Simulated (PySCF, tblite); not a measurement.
# C4H11BO2: geometry, infrared bands and NMR shifts

Aim: predict the infrared bands and NMR shifts of C4H11BO2 (`COBCCOC`).

The runs use tblite 0.8.0 and PySCF 2.14.0, with density-fitted response routines of our own; the level of theory stands in each step. All values are computed, except where a source is named. Atoms are numbered from 0 throughout.

**1. Starting geometry**

18 atoms, charge 0, multiplicity 1; geometry from: force field or distance geometry start.

Bonds of the start (Å): C0–O1 1.39, O1–B2 1.49, B2–C3 1.60, C3–C4 1.53, C4–O5 1.42, O5–C6 1.42, C0–H7 1.11, C0–H8 1.11, C0–H9 1.12, B2–H10 1.18, C3–H11 1.10, C3–H12 1.11, C4–H13 1.11, C4–H14 1.13, C6–H15 1.10, C6–H16 1.12, C6–H17 1.11.

**2. Relaxing the molecule with GFN2-xTB**

Job settings and geometry (Å):

```
{"job": {"kind": "relax", "xc": "GFN2-xTB", "basis": "xTB"}, "charge": 0, "multiplicity": 1}
C     -3.133600     0.225500     0.002600
O     -2.087600     0.198300     0.919700
B     -1.270700    -1.019400     0.683100
C     -0.012000    -0.952100    -0.295400
C      1.028500     0.037200     0.222900
O      2.125500     0.034900    -0.671000
C      3.098500     0.958500    -0.218000
H     -3.811500    -0.646500     0.121700
H     -2.765200     0.304300    -1.043000
H     -3.754700     1.133500     0.206800
H     -1.557500    -2.027200     1.227800
H     -0.351700    -0.671800    -1.302800
H      0.436400    -1.971300    -0.330000
H      1.356000    -0.264000     1.237000
H      0.562400     1.061100     0.256500
H      3.953200     0.942700    -0.904900
H      3.483600     0.676300     0.794300
H      2.691700     1.986400    -0.198900
```

The run is started by

```bash
$ OMP_NUM_THREADS=1 python probes_run.py task.json out
```

One launch serves the whole session: the jobs run in the order shown.

**Question.** This job is followed by: GFN2-xTB harmonic vibrations, gas phase; GIAO PBE0/pcSseg-1 NMR shielding, non-relativistic, gas phase. Predict these results of the whole session: strongest single infrared mode (GFN2-xTB); zero-point energy (GFN2-xTB); 13C shifts against TMS (PBE0/pcSseg-1); 1H shifts against TMS (PBE0/pcSseg-1, means over atoms taken as alike); 17O shifts against H2O (PBE0/pcSseg-1); 11B shifts against BF3·OEt2 (PBE0/pcSseg-1).

**Answer**, as computed:

| quantity | value |
| --- | --- |
| strongest single infrared mode (GFN2-xTB) | 1336 cm⁻¹, 309 km/mol |
| zero-point energy (GFN2-xTB) | 93.8 kcal/mol |
| 13C shifts against TMS (PBE0/pcSseg-1) | 74.1, 63.5, 61.1, 29.6 ppm |
| 1H shifts against TMS (PBE0/pcSseg-1, means over atoms taken as alike) | 5.37, 4.22, 3.49, 3.43, 1.40 ppm |
| 17O shifts against H2O (PBE0/pcSseg-1) | 184.0, 31.5 ppm |
| 11B shifts against BF3·OEt2 (PBE0/pcSseg-1) | 47.6 ppm |

Relaxing lowered the energy by 1.173 eV in 168 steps; the close pair that moved most is O1–B2, from 1.485 to 1.327 Å. No mode is imaginary among the 48: a minimum at this level. The strongest single mode, at 1336 cm⁻¹, is spread over many atoms; the largest shares are those of B2, O1. GFN2-xTB is a fitted tight-binding method: band positions and strengths are rough. Its intensities can rank the bands wrongly. At PBE0/pcSseg-1: The widest tensor belongs to O1: span 412 ppm, with a paramagnetic part of -249 ppm.
